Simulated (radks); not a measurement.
**The Coulomb parameter U of the 5d shell of Ta**

Aim: U as the second difference [E(n + 0.5) + E(n − 0.5) − 2E(n)]/0.5², with all orbitals relaxed. Bare: the atom's charge changes with n. Screened: the 6p shell takes up the change. The start is a model configuration, not necessarily the ground state.

Program: radks (a radial shooting solver on a logarithmic mesh, Libxc functionals) version 1. Level of theory: scalar-relativistic Kohn-Sham, PBE, spin-unpolarised, spherical densities, point nucleus. These are calculated values, not measurements, unless marked.

### Step 1. What is computed

- element: tantalum (Z = 73)
- charge: 0
- electrons: 73
- configuration: [Xe] 4f14 5d1 6s2 6p2

Outer shells as boxes (Hund's rule):

Ta
```
[Xe] core
4f [↑↓][↑↓][↑↓][↑↓][↑↓][↑↓][↑↓]
5d [↑ ][  ][  ][  ][  ]
6s [↑↓]
6p [↑ ][↑ ][  ]
```

### Step 2. Start: [Xe] 4f14 5d1 6s2 6p2

The run's settings:

```text
Z 73
configuration [Xe] 4f14 5d1 6s2 6p2
relativity scalar-relativistic
functional pbe,pbe
spin unpolarised
nucleus point
c 137.035999084
```

### Step 3. Bare +0.5: [Xe] 4f14 5d1.5 6s2 6p2

The run's settings:

```text
Z 73
configuration [Xe] 4f14 5d1.5 6s2 6p2
relativity scalar-relativistic
functional pbe,pbe
spin unpolarised
nucleus point
c 137.035999084
```

### Step 4. Bare -0.5: [Xe] 4f14 5d0.5 6s2 6p2

The run's settings:

```text
Z 73
configuration [Xe] 4f14 5d0.5 6s2 6p2
relativity scalar-relativistic
functional pbe,pbe
spin unpolarised
nucleus point
c 137.035999084
```

### Step 5. Screened +0.5: [Xe] 4f14 5d1.5 6s2 6p1.5

The run's settings:

```text
Z 73
configuration [Xe] 4f14 5d1.5 6s2 6p1.5
relativity scalar-relativistic
functional pbe,pbe
spin unpolarised
nucleus point
c 137.035999084
```

### Step 6. Screened -0.5: [Xe] 4f14 5d0.5 6s2 6p2.5

The run's settings:

```text
Z 73
configuration [Xe] 4f14 5d0.5 6s2 6p2.5
relativity scalar-relativistic
functional pbe,pbe
spin unpolarised
nucleus point
c 137.035999084
```

Q: Predict the outcome of this session.

**Answer**, as computed:

| quantity | value (eV) |
| --- | --- |
| U, bare | 8.332 |
| U, screened by 6p | 1.865 |
| F0(5d,5d), frozen orbitals | 12.710 |

In words: Relaxing the orbitals brings U down to 66 % of the Slater integral F0. Letting 6p compensate leaves 22 % of the bare value; this second difference measures U(5d,5d) + U(6p,6p) − 2U(5d,6p). The step up makes a negative ion, whose loosely bound charge lowers the bare value. A solid screens further than the bare atom, so the bare value is an upper guide for the U of a crystal.
